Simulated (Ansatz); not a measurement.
Write a Python script for the Ansatz DFT code, driven from Python that makes a ranking of polymorphs by energy of 2 structures of YZn. Settings (first run): r2SCAN, PAW, cutoff 463 eV, Gaussian smearing of 0.1 eV.

`polymorphs_yzn.py`
```python
"""Polymorphs of YZn, at the given cells."""

import warnings

import ansatz as az
import numpy as np
import spglib


def ground_state(name, crystal):
    calc = (
        crystal.calculation()
        .functional("r2SCAN")
        .basis(34 * az.Ry, density_ratio=4)
        .eigensolver("auto")
        .scf(max_iterations=60, extra_bands=4)
        .kpoints(spacing=0.39)  # the mesh must be finer for metals
        .occupations("gaussian", width=0.1)
        .stress()  # GPa
        .band_table()  # levels at the mesh points
    )
    return calc.run()


def pressure_gpa(outcome):
    return float(np.trace(outcome.report["stress_gpa"]) / 3)


def space_group(outcome):
    sites = outcome.report["lattice"]["sites"]
    kinds = sorted({site["symbol"] for site in sites})
    cell = (outcome.lattice.cell_ang, [site["position_frac"] for site in sites], [kinds.index(site["symbol"]) for site in sites])
    return spglib.get_spacegroup(cell, symprec=0.01)


def volume_per_atom(outcome):
    return abs(np.linalg.det(outcome.lattice.cell_ang)) / len(outcome.lattice.sites)

warnings.simplefilter("ignore", az.DeckWarning)

phases = {}
pm_3m = (
    az.Lattice.cubic(3.56)
    .space_group(221)
    .atom("Y", [0.0, 0.0, 0.0])
    .atom("Zn", [0.5, 0.5, 0.5])
)
phases["Pm-3m"] = pm_3m
fm_3m = (
    az.Lattice.of([0.0, 2.962987, 2.962987], [2.962987, 0.0, 2.962987], [2.962987, 2.962987, 0.0])
    .atom("Y", [0.0, 0.0, 0.0])
    .atom("Zn", [0.5, 0.5, 0.5])
)
phases["Fm-3m"] = fm_3m

done = {}
for name, crystal in phases.items():
    done[name] = ground_state(name, crystal)
    print(f"{name}: {done[name].report['energy_sigma0_ev']:.4f} eV, {len(done[name].lattice.sites)} atoms")

energy = {name: o.report["energy_sigma0_ev"] / len(o.lattice.sites) for name, o in done.items()}
lowest = min(energy.values())
rows = [(name, len(o.lattice.sites), 1000 * (energy[name] - lowest), pressure_gpa(o), space_group(o), volume_per_atom(o)) for name, o in done.items()]
rows.sort(key=lambda row: row[2])
print("     phase       atoms  dE (meV/atom)     P (GPa)  space group  V (A^3/atom)")
for row in rows:
    print(f"{str(row[0]):>10}  {row[1]:10d}  {row[2]:13.1f}  {row[3]:10.2f}  {str(row[4]):>11}  {row[5]:12.3f}")
print("order:", " < ".join(row[0] for row in rows))
```

```console
$ python polymorphs_yzn.py
Pm-3m: -7186.1353 eV, 2 atoms
Fm-3m: -7185.5899 eV, 2 atoms
     phase       atoms  dE (meV/atom)     P (GPa)  space group  V (A^3/atom)
     Pm-3m           2            0.0        0.37  Pm-3m (221)        22.559
     Fm-3m           2          272.7       -0.78  Fm-3m (225)        26.013
order: Pm-3m < Fm-3m
```

By space group at the end of each run: Pm-3m (+0 meV an atom, 22.6 Å³) and Fm-3m (+273 meV an atom, 26.0 Å³).

The settings weren't tested for convergence. The cutoff lies under the one recommended for these potentials. Spin is left out of this run. Under the recommended cutoff a pressure can be off by several GPa, even in sign. Pressure is positive in compression. The meshes are coarse for the metals among these phases, whose energies can be off by up to 40 meV an atom. The cells come from databases of deposited and of computed structures, and not all need be stable phases. The ranking holds among these structures alone, at zero temperature; the ground state may be another structure. Differences under about 40 meV an atom lie within the error of mesh and functional. The script silences the warnings on its input, which a real study should read. Wall time of the script: 6.1 s on 1 thread of Arm Neoverse V1 (shared host), peak memory 0.47 GiB.
